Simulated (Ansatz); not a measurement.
Working through an equation of state with a fit of CdH2O2, space group P-3m1

With the Ansatz DFT code, driven from Python.

The cells in order, each with its output:

```python
import warnings

import ansatz as az
import numpy as np

vectors0 = np.array([
    [3.51553, 0.0, 0.0],
    [-1.75776, 3.04453, 0.0],
    [0.0, 0.0, 4.64298],
])
sites = [
    ("Cd", [0.0, 0.0, 0.0]),
    ("H", [2 / 3, 1 / 3, 0.55096]),
    ("H", [1 / 3, 2 / 3, 0.44904]),
    ("O", [2 / 3, 1 / 3, 0.75937]),
    ("O", [1 / 3, 2 / 3, 0.24063]),
]
```

```python
def make_crystal(cell):
    crystal = az.Crystal(lattice=az.Lattice.of(cell))
    for symbol, position in sites:
        crystal = crystal.atom(symbol, position)
    return crystal
```

```python
warnings.simplefilter("ignore", az.DeckWarning)
```

```python
volumes, energies, pressures = [], [], []
for scale in np.linspace(0.95, 1.07, 5):
    cell = vectors0 * scale ** (1 / 3)
    calculation = (
        make_crystal(cell).calculation()
        .functional("pbesol")
        .basis(450)
        .occupations(az.OccupationsMethod.FIXED)
        .kpoints(6, 6, 4)
        .stress()
    )
    r = calculation.run(threads=1).report
    volumes.append(abs(np.linalg.det(cell)) / len(sites))
    energies.append(r["free_energy_ev"] / len(sites))
    pressures.append(np.trace(r["stress_gpa"]) / 3)
    print(f"V = {volumes[-1]:8.4f} A^3/atom  F = {energies[-1]:.5f} eV/atom  P = {pressures[-1]:8.3f} GPa")
```

    V =   9.4419 A^3/atom  F = -1867.44833 eV/atom  P =    5.848 GPa
    V =   9.7401 A^3/atom  F = -1867.45536 eV/atom  P =    1.799 GPa
    V =  10.0383 A^3/atom  F = -1867.45540 eV/atom  P =   -1.659 GPa
    V =  10.3364 A^3/atom  F = -1867.44949 eV/atom  P =   -4.602 GPa
    V =  10.6346 A^3/atom  F = -1867.43856 eV/atom  P =   -7.107 GPa

```python
x = np.array(volumes) ** (-2 / 3)
poly = np.polynomial.Polynomial.fit(x, energies, 3).convert()
roots = poly.deriv().roots()
x0 = min((r.real for r in roots if abs(r.imag) < 1e-9 and poly.deriv(2)(r.real) > 0), key=lambda r: abs(r - x.mean()))
v0 = x0 ** -1.5
b0 = 4 / 9 * poly.deriv(2)(x0) * v0 ** (-7 / 3) * 160.21766
b1 = 4 + 2 / 3 * x0 * poly.deriv(3)(x0) / poly.deriv(2)(x0)
print(f"V0 = {v0:.4f} A^3/atom, B0 = {b0:.1f} GPa, dB/dP = {b1:.2f}")
```

    V0 = 9.8887 A^3/atom, B0 = 114.6 GPa, dB/dP = 4.47

A third-order Birch-Murnaghan fit through the 5 points has its minimum at 9.89 Å³ an atom, 0.5 % below the typed cell, with a bulk modulus of 115 GPa and dB/dP = 4.5. From that minimum the energy rises by 7.9 meV an atom on the compressed side and 17.6 meV on the expanded side.

Reading the output:
- Absolute energies stand on the zero of these potentials, so only differences at equal settings mean something.
- Shape and fractional positions are held along the curve, so the bulk modulus is an upper value where they are free to relax, by a factor of two or more in layered or hydrogen-bonded cells.
- Pressure is positive in compression.
- The structure comes from a database of computed cells and needn't be a stable or known phase.
- The whole script took 6.7 s on 1 thread of Intel(R) Xeon(R) Processor @ 2.30GHz (shared host), peak memory 0.51 GiB.
